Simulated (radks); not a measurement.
# The series with 15 electrons, P to Ga¹⁶⁺

What does a rising nuclear charge do to the levels of a fixed set of electrons? The series is run ion by ion, all in [Ne] 3s2 3p3.

Program: radks (a radial shooting solver on a logarithmic mesh, Libxc functionals) version 1. Level of theory: non-relativistic Kohn-Sham, PBE, spin-polarised, spherical densities, point nucleus; open shells are filled with parallel spins first. These are calculated values, not measurements, unless marked.

### 1 The system

- electrons: 15
- ions: P, Cl²⁺, K⁴⁺, Sc⁶⁺, V⁸⁺, Mn¹⁰⁺, Co¹²⁺, Cu¹⁴⁺, Ga¹⁶⁺
- configuration: [Ne] 3s2 3p3

The outer shells:

[Ne] 3s2 3p3
```
[Ne] core
3s [↑↓]
3p [↑ ][↑ ][↑ ]
```

In the logs a row gives level, spin channel, occupation and eigenvalue; Etot, Ekin, Encl (electron-nucleus), Eh (Hartree) and Exc are energies, all in hartree; err is the last residual, it the number of iterations.

### 2 P

The run's settings:

```text
Z 15
configuration [Ne] 3s2 3p3
relativity non-relativistic
functional pbe,pbe
spin polarised
nucleus point
```

Output:

```text
1s      1   1.0000         -76.34333887
2s      1   1.0000          -6.34691265
2p      1   3.0000          -4.56455854
3s      1   1.0000          -0.54128373
3p      1   3.0000          -0.23129440
1s      2   1.0000         -76.33246883
2s      2   1.0000          -6.33564652
2p      2   3.0000          -4.54921251
3s      2   1.0000          -0.44122550
3p      2   0.0000          -0.13734597
Etot -341.11568168953823
Ekin 340.6539782547416
Encl -812.2109363232003
Eh 153.45282866233956
Exc -23.011552283419128
err 1.6720998858308908e-10
it 14
```

Highest occupied level: 3p up at -6.294 eV.

Sizes of the orbitals, from the radial functions (bohr):

```tsv
level	occupation	energy (eV)	<r>	outermost maximum (interpolated)	90 % within	nodes
2s up	1	-172.71	0.5218	0.420	0.820	1
2s down	1	-172.40	0.5217	0.421	0.819	1
2p up	3	-124.21	0.4860	0.355	0.813	0
2p down	3	-123.79	0.4859	0.355	0.812	0
3s up	1	-14.729	1.897	1.59	2.88	2
3s down	1	-12.006	1.910	1.57	2.93	2
3p up	3	-6.294	2.327	1.83	3.66	1
3p down	0	-3.737	2.469	1.84	3.99	1
```

The radial density on a logarithmic grid:

```tsv
r (bohr)	4πr²ρ (e/bohr)
0.00381	0.3565
0.00551	0.7072
0.00802	1.391
0.0117	2.644
0.0170	4.781
0.0248	8.041
0.0361	12.19
0.0525	15.92
0.0759	16.98
0.111	14.32
0.161	11.07
0.235	12.30
0.342	15.81
0.498	13.45
0.725	6.117
1.05	2.421
1.52	2.634
2.22	2.111
3.23	0.7593
4.71	0.1195
6.86	0.007205
```

### 3 Cl²⁺

The run's settings:

```text
Z 17
configuration [Ne] 3s2 3p3 4s0 3d0 4p0
relativity non-relativistic
functional pbe,pbe
spin polarised
nucleus point
```

Output:

```text
1s      1   1.0000        -101.75914343
2s      1   1.0000         -10.24334219
2p      1   3.0000          -8.06757323
3s      1   1.0000          -1.69807016
3p      1   3.0000          -1.21622919
4s      1   0.0000          -0.47276730
3d      1   0.0000          -0.55392015
4p      1   0.0000          -0.35882586
1s      2   1.0000        -101.73731235
2s      2   1.0000         -10.22260151
2p      2   3.0000          -8.03841035
3s      2   1.0000          -1.54750035
3p      2   0.0000          -1.07247545
4s      2   0.0000          -0.42334239
3d      2   0.0000          -0.44329315
4p      2   0.0000          -0.31743599
Etot -458.6217263089841
Ekin 458.12642954915964
Encl -1076.8862905732894
Eh 187.4362341747384
Exc -27.298099459592663
err 1.3972362953646038e-09
it 13
```

Highest occupied level: 3p up at -33.095 eV.

### 4 K⁴⁺

Settings, as their differences from step 3:

```diff
@@ -1,2 +1,2 @@
-Z 17
+Z 19
 configuration [Ne] 3s2 3p3 4s0 3d0 4p0
```

Output:

```text
1s      1   1.0000        -131.23527514
2s      1   1.0000         -15.21133057
2p      1   3.0000         -12.63679737
3s      1   1.0000          -3.34830624
3p      1   3.0000          -2.69556559
4s      1   0.0000          -1.22172547
3d      1   0.0000          -1.72137685
4p      1   0.0000          -1.02928462
1s      2   1.0000        -131.20181026
2s      2   1.0000         -15.18115002
2p      2   3.0000         -12.59376814
3s      2   1.0000          -3.15242932
3p      2   0.0000          -2.50699485
4s      2   0.0000          -1.15598776
3d      2   0.0000          -1.55873770
4p      2   0.0000          -0.96981001
Etot -594.4723277493773
Ekin 593.9529282820918
Encl -1377.502280968146
Eh 220.61487349654357
Exc -31.53784855986679
err 2.493786505292341e-10
it 14
```

The top filled level is 3p up, -73.350 eV.

### 5 Sc⁶⁺

Settings, as their differences from step 4:

```diff
@@ -1,2 +1,2 @@
-Z 19
+Z 21
 configuration [Ne] 3s2 3p3 4s0 3d0 4p0
```

Output:

```text
1s      1   1.0000        -164.73952176
2s      1   1.0000         -21.21281725
2p      1   3.0000         -18.23614066
3s      1   1.0000          -5.46470418
3p      1   3.0000          -4.64206158
4s      1   0.0000          -2.23932076
3d      1   0.0000          -3.37699473
4p      1   0.0000          -1.96939971
1s      2   1.0000        -164.69404919
2s      2   1.0000         -21.17320284
2p      2   3.0000         -18.17931541
3s      2   1.0000          -5.22585012
3p      2   0.0000          -4.41060044
4s      2   0.0000          -2.15833895
3d      2   0.0000          -3.17355917
4p      2   0.0000          -1.89414190
Etot -748.6106945556456
Ekin 748.072775813403
Encl -1714.3616404573577
Eh 253.43518925037733
Exc -35.757019162068374
err 3.7166908789682416e-09
it 14
```

The top filled level is 3p up, -126.32 eV.

### 6 V⁸⁺

Settings, as their differences from step 5:

```diff
@@ -1,2 +1,2 @@
-Z 21
+Z 23
 configuration [Ne] 3s2 3p3 4s0 3d0 4p0
```

Output:

```text
1s      1   1.0000        -202.26013543
2s      1   1.0000         -28.23348813
2p      1   3.0000         -24.85243644
3s      1   1.0000          -8.03761528
3p      1   3.0000          -7.04578376
4s      1   0.0000          -3.51723390
3d      1   0.0000          -5.50071049
4p      1   0.0000          -3.17008659
1s      2   1.0000        -202.20242287
2s      2   1.0000         -28.18443237
2p      2   3.0000         -24.78189881
3s      2   1.0000          -7.75709590
3p      2   0.0000          -6.77241716
4s      2   0.0000          -3.42145707
3d      2   0.0000          -5.26068622
4p      2   0.0000          -3.07979258
Etot -921.0115803785068
Ekin 920.4588911303435
Encl -2087.561461245914
Eh 286.0556264832029
Exc -39.96463674613929
err 3.944312922942249e-09
it 13
```

Highest occupied level: 3p up at -191.73 eV.

### 7 Mn¹⁰⁺

Settings, as their differences from step 6:

```diff
@@ -1,2 +1,2 @@
-Z 23
+Z 25
 configuration [Ne] 3s2 3p3 4s0 3d0 4p0
```

Output:

```text
1s      1   1.0000        -243.79138752
2s      1   1.0000         -36.26635535
2p      1   3.0000         -32.47939061
3s      1   1.0000         -11.06248163
3p      1   3.0000          -9.90197232
4s      1   0.0000          -5.05159238
3d      1   0.0000          -8.08358876
4p      1   0.0000          -4.62729419
1s      2   1.0000        -243.72127926
2s      2   1.0000         -36.20784416
2p      2   3.0000         -32.39521364
3s      2   1.0000         -10.74112366
3p      2   0.0000          -9.58727604
4s      2   0.0000          -4.94127105
3d      2   0.0000          -7.80903091
4p      2   0.0000          -4.52231552
Etot -1111.6615398017027
Ekin 1111.0967626015727
Encl -2497.1443712001815
Eh 318.5510341788497
Exc -44.164965381943574
err 2.094904156668953e-09
it 13
```

3p up is the highest filled level (-269.45 eV).

### 8 Co¹²⁺

Settings, as their differences from step 7:

```diff
@@ -1,2 +1,2 @@
-Z 25
+Z 27
 configuration [Ne] 3s2 3p3 4s0 3d0 4p0
```

Output:

```text
1s      1   1.0000        -289.33004523
2s      1   1.0000         -45.30752012
2p      1   3.0000         -41.11354304
3s      1   1.0000         -14.53681889
3p      1   3.0000         -13.20800909
4s      1   0.0000          -6.84028619
3d      1   0.0000         -11.12079536
4p      1   0.0000          -6.33885944
1s      2   1.0000        -289.24743136
2s      2   1.0000         -45.23953697
2p      2   3.0000         -41.01578628
3s      2   1.0000         -14.17518182
3p      2   0.0000         -12.85234966
4s      2   0.0000          -6.71557847
3d      2   0.0000         -10.81285490
4p      2   0.0000          -6.21939365
Etot -1320.5526259750468
Ekin 1319.977761427486
Encl -2943.132317074752
Eh 350.9622785824599
Exc -48.36034891024081
err 1.2297410277795414e-09
it 13
```

The top filled level is 3p up, -359.41 eV.

### 9 Cu¹⁴⁺

Settings, as their differences from step 8:

```diff
@@ -1,2 +1,2 @@
-Z 27
+Z 29
 configuration [Ne] 3s2 3p3 4s0 3d0 4p0
```

Output:

```text
1s      1   1.0000        -338.87410858
2s      1   1.0000         -55.35461048
2p      1   3.0000         -50.75281078
3s      1   1.0000         -18.45914283
3p      1   3.0000         -16.96231930
4s      1   0.0000          -8.88205061
3d      1   0.0000         -14.60943715
4p      1   0.0000          -8.30350046
1s      2   1.0000        -338.77890857
2s      2   1.0000         -55.27713864
2p      2   3.0000         -50.64152203
3s      2   1.0000         -18.05762490
3p      2   0.0000         -16.56594466
4s      2   0.0000          -8.74306386
3d      2   0.0000         -14.26881896
4p      2   0.0000          -8.16967084
Etot -1547.679796498078
Ekin 1547.0963823704728
Encl -3425.537826294796
Eh 383.3138504632942
Exc -52.55220303704915
err 9.715144179022976e-10
it 13
```

Highest occupied level: 3p up at -461.57 eV.

### 10 Ga¹⁶⁺

Settings, as their differences from step 9:

```diff
@@ -1,2 +1,2 @@
-Z 29
+Z 31
 configuration [Ne] 3s2 3p3 4s0 3d0 4p0
```

Output:

```text
1s      1   1.0000        -392.42225878
2s      1   1.0000         -66.40609120
2p      1   3.0000         -61.39585582
3s      1   1.0000         -22.82850688
3p      1   3.0000         -21.16389315
4s      1   0.0000         -11.17607564
3d      1   0.0000         -18.54766281
4p      1   0.0000         -10.52040192
1s      2   1.0000        -392.31441182
2s      2   1.0000         -66.31911478
2p      2   3.0000         -61.27107357
3s      2   1.0000         -22.38740256
3p      2   0.0000         -20.72697890
4s      2   0.0000         -11.02288656
3d      2   0.0000         -18.17482742
4p      2   0.0000         -10.37229106
Etot -1793.0396799190526
Ekin 1792.4489263384862
Encl -3944.368596821525
Eh 415.6214315885735
Exc -56.74144102458749
err 8.249161341516102e-10
it 13
```

Highest occupied level: 3p up at -575.90 eV.

### 11 Results

```tsv
ion	E (hartree)	ε(2p down) (eV)	ε(3s up) (eV)	ε(3s down) (eV)	ε(3p up) (eV)	ε(3p down, empty) (eV)	<r>(3p up) (bohr)
P	-341.11568	-123.79	-14.729	-12.006	-6.294	-3.737	2.327
Cl²⁺	-458.62173	-218.74	-46.207	-42.110	-33.095	-29.184	1.589
K⁴⁺	-594.47233	-342.69	-91.112	-85.782	-73.350	-68.219	1.236
Sc⁶⁺	-748.61069	-494.68	-148.70	-142.20	-126.32	-120.02	1.019
V⁸⁺	-921.01158	-674.35	-218.71	-211.08	-191.73	-184.29	0.8692
Mn¹⁰⁺	-1111.66154	-881.52	-301.03	-292.28	-269.45	-260.88	0.7593
Co¹²⁺	-1320.55263	-1116.1	-395.57	-385.73	-359.41	-349.73	0.6747
Cu¹⁴⁺	-1547.67980	-1378.0	-502.30	-491.37	-461.57	-450.78	0.6075
Ga¹⁶⁺	-1793.03968	-1667.3	-621.20	-609.19	-575.90	-564.01	0.5527
```

From P to Ga¹⁶⁺ the 3p up level deepens by a factor 91.5 and shrinks by a factor 4.21. The order of the levels in the table does not change along the series. The configuration is held, so it need not be the ground state of every ion.
